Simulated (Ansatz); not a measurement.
# C2H4F2Si2: the cost of one run

Computed with Ansatz 0.2.0, Gaussian basis. Level: the settings change from run to run.

### Step 1. The molecule

An earlier PBE0-D4 in a triple-zeta def2 set relaxation fixed the geometry.

SMILES `F[SiH](F)C#C[SiH3]`, 10 atoms, charge 0, spin multiplicity 1.

Atoms are counted from 1 here; the program's logs count them from 0.

Bond lengths: F1–Si2 1.582 Å, Si2–F3 1.582 Å, Si2–C4 1.809 Å, Si2–H7 1.469 Å, C4–C5 1.213 Å, C5–Si6 1.832 Å, Si6–H8 1.482 Å, Si6–H9 1.482 Å, Si6–H10 1.482 Å. Angles: F1–Si2–F3 107.6°, F1–Si2–C4 109.1°, F1–Si2–H7 109.0°, F3–Si2–C4 109.1°, F3–Si2–H7 109.0°, C4–Si2–H7 112.9°, Si2–C4–C5 177.6°, C4–C5–Si6 179.5°, C5–Si6–H8 108.7°, C5–Si6–H9 108.6°, C5–Si6–H10 108.6°, H8–Si6–H9 110.3°, H8–Si6–H10 110.3°, H9–Si6–H10 110.3°.

### Step 2. r2SCAN50/def2-TZVPD

Options: a grid of angular degree 11, a point charge of 2.00 e beside it.

The input, in.yaml:

```yaml
crystal:
  periodic: [false, false, false]
  atoms:
    - {symbol: F, position_ang: [-0.089768, -3.229854, -0.654938]}
    - {symbol: Si, position_ang: [0.801197, -1.997082, -1.089889]}
    - {symbol: F, position_ang: [0.660275, -1.835322, -2.657274]}
    - {symbol: C, position_ang: [0.181073, -0.502405, -0.281234]}
    - {symbol: C, position_ang: [-0.188256, 0.506490, 0.282921]}
    - {symbol: Si, position_ang: [-0.761231, 2.027768, 1.127642]}
    - {symbol: H, position_ang: [2.204945, -2.283681, -0.763672]}
    - {symbol: H, position_ang: [-2.168372, 2.284724, 0.741022]}
    - {symbol: H, position_ang: [-0.659389, 1.822260, 2.591770]}
    - {symbol: H, position_ang: [0.102528, 3.156005, 0.706551]}
basis:
  gaussian: {orbitals: def2-TZVPD, final_grid: {core_spheres: 5, valence_spheres: 4, degree: 11}, point_charges: [{charge: 2.00, position_ang: [5.694, -0.067, -0.853]}]}
hamiltonian: {xc: {name: r2SCAN50}}
```

Run with:

```console
$ ansatz run in.yaml --threads 4 --pin off --events-out ev --progress --plain --max-ram 10444MiB
```

What time and memory should one allow on 4 threads of Arm Neoverse V2, shared host?

About 3.7 s, with a peak of 0.58 GiB.
